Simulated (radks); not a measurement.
# Nuclear size and the levels of Ne²⁺

Aim: how the total energy, the levels and the density at the nucleus of Ne²⁺ respond when the nuclear radius is scaled.

Method: Dirac Kohn-Sham, BLYP, spin-unpolarised, spherical densities, finite nucleus; open shells are shared between the two j in proportion to 2j + 1. Code: radks (a radial shooting solver on a logarithmic mesh, Libxc functionals) version 1.

## (1) Starting point

- element: neon (Z = 10)
- charge: +2
- electrons: 8
- configuration: [He] 2s2 2p4
- nuclear rms radius: 3.0055 fm

Outer shells as boxes (Hund's rule):

Ne²⁺
```
[He] core
2s [↑↓]
2p [↑↓][↑ ][↑ ]
```

## (2) rms radius 3.0055 fm

The run's settings:

```text
Z 10
configuration [He] 2s2 2p4 3s0 3p0
relativity Dirac
functional b88,lyp
spin unpolarised
j_filling average
nucleus finite rms 3.0055 fm
c 137.035999084
```

## (3) rms radius 2.6028 fm

Input: that of step 2 with these lines changed.

```diff
@@ -6,3 +6,3 @@
 j_filling average
-nucleus finite rms 3.0055 fm
+nucleus finite rms 2.6028 fm
 c 137.035999084
```

## (4) rms radius 2.8402 fm

Input: that of step 3 with these lines changed.

```diff
@@ -6,3 +6,3 @@
 j_filling average
-nucleus finite rms 2.6028 fm
+nucleus finite rms 2.8402 fm
 c 137.035999084
```

## (5) rms radius 3.303 fm

Input: that of step 4 with these lines changed.

```diff
@@ -6,3 +6,3 @@
 j_filling average
-nucleus finite rms 2.8402 fm
+nucleus finite rms 3.303 fm
 c 137.035999084
```

## (6) rms radius 3.6787 fm

Input: that of step 5 with these lines changed.

```diff
@@ -6,3 +6,3 @@
 j_filling average
-nucleus finite rms 3.303 fm
+nucleus finite rms 3.6787 fm
 c 137.035999084
```

What does the calculation give? Wanted: for each run, rms radius; total energy shift; density at nucleus; 1s1/2 shift.

The runs gave:

| rms radius (fm) | total energy shift (eV) | density at nucleus (e/bohr³) | 1s1/2 shift (meV) |
| --- | --- | --- | --- |
| 2.6028 | -0.000300 | 654.6 | -0.122 |
| 2.8402 | -0.000128 | 654.2 | -0.0520 |
| 3.0055 | 0 | 654 | 0 |
| 3.303 | 0.000249 | 653.5 | 0.101 |
| 3.6787 | 0.000598 | 653 | 0.242 |

Shifts are against the first run. Over the range the 1s1/2 level moves by 0.000363 eV and the 1s1/2 level by 0.363 meV. A larger nucleus binds the 1s electrons less and lowers the density at its centre. These are shifts of eigenvalues, not the field shifts of spectral lines.
